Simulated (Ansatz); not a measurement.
# C3H6BrN: the cost of one run

Program: Ansatz 0.2.0. Level of theory: RKS PBE0-D4/def2-SVP. These are calculated values, not measurements.

### Step 1. The starting structure

Bond lengths: N1–C2 1.342 Å, C2–C3 1.317 Å, C3–C4 1.491 Å, C4–Br5 1.927 Å, N1–H6 1.025 Å, N1–H7 1.059 Å, C2–H8 1.046 Å, C3–H9 1.141 Å, C4–H10 1.155 Å, C4–H11 1.051 Å. Angles (14 of 15 angles, heavy atoms first): N1–C2–C3 125.1°, C2–C3–C4 128.6°, C3–C4–Br5 109.9°, N1–C2–H8 115.4°, C3–C2–H8 119.5°, C2–N1–H6 117.2°, C2–N1–H7 112.0°, C2–C3–H9 117.3°, C4–C3–H9 113.8°, C3–C4–H10 107.0°, C3–C4–H11 113.8°, Br5–C4–H10 106.4°, Br5–C4–H11 112.3°, H6–N1–H7 106.0°.

Structure file:

```xyz
11

N    -0.7964    1.1434    1.5407
C    -0.6691    0.2274    0.5683
C     0.4595   -0.0828   -0.0356
C     0.7106   -1.1459   -1.0511
Br    1.2471   -0.3446   -2.7199
H    -0.0902    1.8847    1.5811
H    -1.7337    1.6346    1.5035
H    -1.5482   -0.2746    0.3063
H     1.4036    0.4568    0.3093
H    -0.2999   -1.6677   -1.2510
H     1.3821   -1.8882   -0.7311
```

### Step 2. End point A

The input, input.yaml:

```yaml
crystal:
  periodic: [false, false, false]
  atoms:
    - { symbol: "N", position_ang: [-0.7964, 1.1434, 1.5407] }
    - { symbol: C, position_ang: [-0.6691, 0.2274, 0.5683] }
    - { symbol: C, position_ang: [0.4595, -0.0828, -0.0356] }
    - { symbol: C, position_ang: [0.7106, -1.1459, -1.0511] }
    - { symbol: Br, position_ang: [1.2471, -0.3446, -2.7199] }
    - { symbol: H, position_ang: [-0.0902, 1.8847, 1.5811] }
    - { symbol: H, position_ang: [-1.7337, 1.6346, 1.5035] }
    - { symbol: H, position_ang: [-1.5482, -0.2746, 0.3063] }
    - { symbol: H, position_ang: [1.4036, 0.4568, 0.3093] }
    - { symbol: H, position_ang: [-0.2999, -1.6677, -1.251] }
    - { symbol: H, position_ang: [1.3821, -1.8882, -0.7311] }
basis:
  gaussian: { orbitals: def2-SVP }
hamiltonian:
  xc: pbe0
  dispersion: d4
relax:
  f_tol: 0.02
  max_steps: 50
```

On the command line:

```bash
> ansatz run input.yaml --threads 2 --pin off --max-ram 3072MiB --backend cpu --events-out ev --progress --plain --runs-dir out
```

What time and memory should one allow on 2 threads of Intel Xeon 6975P-C (Granite Rapids), shared host?

About 19 s, with a peak of 0.32 GiB.
